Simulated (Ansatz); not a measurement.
CoW3:

```
W Co
1.0
     3.90735    0.00000    0.00000
     0.00000    3.90735    0.00000
     0.00000    0.00000    3.90735
W Co
3 1
Cartesian
  1.9537 1.9537 0.0000
  1.9537 0.0000 1.9537
  0.0000 1.9537 1.9537
  0.0000 0.0000 0.0000
```

The cell comes from a database or a generator and needn't be the stable form of this composition.

Base run:

| Item | Value |
| --- | --- |
| Program | Ansatz 0.2.0 |
| Functional | PBEsol |
| Potentials or basis | Ansatz PAW |
| Cutoff | 420 eV (not typed: the program's choice for these potentials) |
| k mesh | 6 × 6 × 6 |
| Occupations | fermi-dirac, width 0.05 eV |
| Spin | collinear spin, ferromagnetic start |
| Starting moments | [0.0, 0.0, 0.0, 2.5] μB |
| Fixed moment | 2.5 μB |

Its results: pressure -6.9 GPa; site moments W +0.27; Co +1.40 μB.

Question: After a change of settings the same cell gave: pressure -9.0 GPa; site moments W +0.13; Co +1.03 μB. Which change was it?
A. fixed moment from 2.5 μB to 0.5 μB; moments at the start from [0.0, 0.0, 0.0, 2.5] to [0.0, 0.0, 0.0, 0.5]
B. fixed moment from 2.5 μB to 2 μB; moments at the start from [0.0, 0.0, 0.0, 2.5] to [0.0, 0.0, 0.0, 2.0]
C. fixed moment from 2.5 μB to 3 μB; moments at the start from [0.0, 0.0, 0.0, 2.5] to [0.0, 0.0, 0.0, 3.0]
D. fixed moment from 2.5 μB to 1.5 μB; moments at the start from [0.0, 0.0, 0.0, 2.5] to [0.0, 0.0, 0.0, 1.5]

Answer: D.

Caveats: the total moment is fixed, so each spin has its own Fermi level; the PAW data sets come from PBE, with cores solved anew for the run's functional, which leaves a small shift of forces and pressure; the thresholds are loose for stress.
